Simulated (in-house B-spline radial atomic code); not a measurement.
# Tm⁵⁵⁺: excited configurations

Wanted: excitation energies of Tm⁵⁵⁺ as differences of total energies (ΔSCF).

Method: Dirac-Hartree-Fock, average of configuration, Fermi nucleus, basis-set limit. Code: in-house B-spline radial atomic code version 1.

### 1 The atom as given

```
element       : thulium (Z = 69)
charge        : +55
electrons     : 14
configuration : [Ne] 3s2 3p2
Hamiltonian   : Dirac-Coulomb
nucleus       : Fermi, rms radius 5.226 fm
```

Outer shells as boxes (Hund's rule):

[Ne] 3s2 3p2
```
[Ne] core
3s [↑↓]
3p [↑ ][↑ ][  ]
```

The boxes draw the filling by Hund's rule, which heavy ions in jj coupling don't follow; these runs average over all states of the configuration.

Settings, as recorded:

```ini
Z = 69
electrons = 14.0
configuration = [Ne] 3s2 3p2
hamiltonian = dirac
method = hf
spin_polarised = False
nucleus = fermi
rms_radius = 5.2256
mass_number = 169
atomic_mass = 168.934218956
speed_of_light = 137.035999084
```

This reference run was done before. Its total energy is -10324.964076 hartree, and its levels are (the highest eight at most):

```tsv
orbital	occupation	energy (eV)	<r> (bohr)
1s1/2	2	-63969.7	0.02000
2s1/2	2	-14212.9	0.08302
2p1/2	2	-13755.2	0.06912
2p3/2	4	-12745.2	0.07616
3s1/2	2	-5691.51	0.2018
3p1/2	0.666667	-5543.20	0.1900
3p3/2	1.33333	-5280.54	0.2004
```

### 2 Run with [Ne] 3s2 3p1 6d1

Settings, as recorded:

```ini
Z = 69
electrons = 14.0
configuration = [Ne] 3s2 3p1 6d1
hamiltonian = dirac
method = hf
spin_polarised = False
nucleus = fermi
rms_radius = 5.2256
mass_number = 169
atomic_mass = 168.934218956
speed_of_light = 137.035999084
```

### 3 [He] 2s2 2p5 3s2 3p2 7s1

Settings: those of step 2 with these lines changed.

```diff
@@ -2,3 +2,3 @@
 electrons = 14.0
-configuration = [Ne] 3s2 3p1 6d1
+configuration = [He] 2s2 2p5 3s2 3p2 7s1
 hamiltonian = dirac
```

### 4 Configuration [Ne] 3s1 3p2 7s1

Settings: those of step 3 with these lines changed.

```diff
@@ -2,3 +2,3 @@
 electrons = 14.0
-configuration = [He] 2s2 2p5 3s2 3p2 7s1
+configuration = [Ne] 3s1 3p2 7s1
 hamiltonian = dirac
```

### 5 Configuration [Ne] 3s2 3p1 4s1

Settings: those of step 4 with these lines changed.

```diff
@@ -2,3 +2,3 @@
 electrons = 14.0
-configuration = [Ne] 3s1 3p2 7s1
+configuration = [Ne] 3s2 3p1 4s1
 hamiltonian = dirac
```

### 6 [He] 2s2 2p5 3s2 3p2 4p1

Settings: those of step 5 with these lines changed.

```diff
@@ -2,3 +2,3 @@
 electrons = 14.0
-configuration = [Ne] 3s2 3p1 4s1
+configuration = [He] 2s2 2p5 3s2 3p2 4p1
 hamiltonian = dirac
```

**Question.** How far above the reference does each configuration lie (order and size, in eV)?

As calculated:

| net move | configuration | energy above the reference (eV) | with Breit, QED, recoil (eV) | largest <r> (bohr) |
| --- | --- | --- | --- | --- |
| 3p → 4s | [Ne] 3s2 3p1 4s1 | 2316.77 | 2314.09 | 0.375 |
| 3p → 6d | [Ne] 3s2 3p1 6d1 | 4147.67 | 4141.94 | 0.885 |
| 3s → 7s | [Ne] 3s1 3p2 7s1 | 4751.45 | 4743.40 | 1.22 |
| 2p → 4p | [He] 2s2 2p5 3s2 3p2 4p1 | 10149.7 | 10127.3 | 0.379 |
| 2p → 7s | [He] 2s2 2p5 3s2 3p2 7s1 | 12133.8 | 12109.8 | 1.21 |

Quantum defects of the promoted electron, δ = n − ζ/√(−2ε) with ζ = 56 and ε its orbital energy in hartree:

| promotion | δ |
| --- | --- |
| 3p → 4s | 0.260 |
| 3p → 6d | 0.086 |
| 3s → 7s | 0.290 |
| 2p → 4p | 0.181 |
| 2p → 7s | 0.269 |

**Reading.** The energies run from 2316.77 eV (3p → 4s) to 12133.8 eV (2p → 7s). 2 of them lie more than 2 % above the ionisation threshold that Koopmans' theorem gives (5280.54 eV), where such states can decay by emitting an electron. Of those tabulated, the defect is largest for 7s (0.29) and least for 6d (0.09); at this charge much of the defect is relativistic. Two partly filled shells share a symmetry and can mix in the average, which may lower the energy, for: 3s → 7s; 2p → 4p; 2p → 7s. These are averages over configurations, without correlation, not spectroscopic levels.
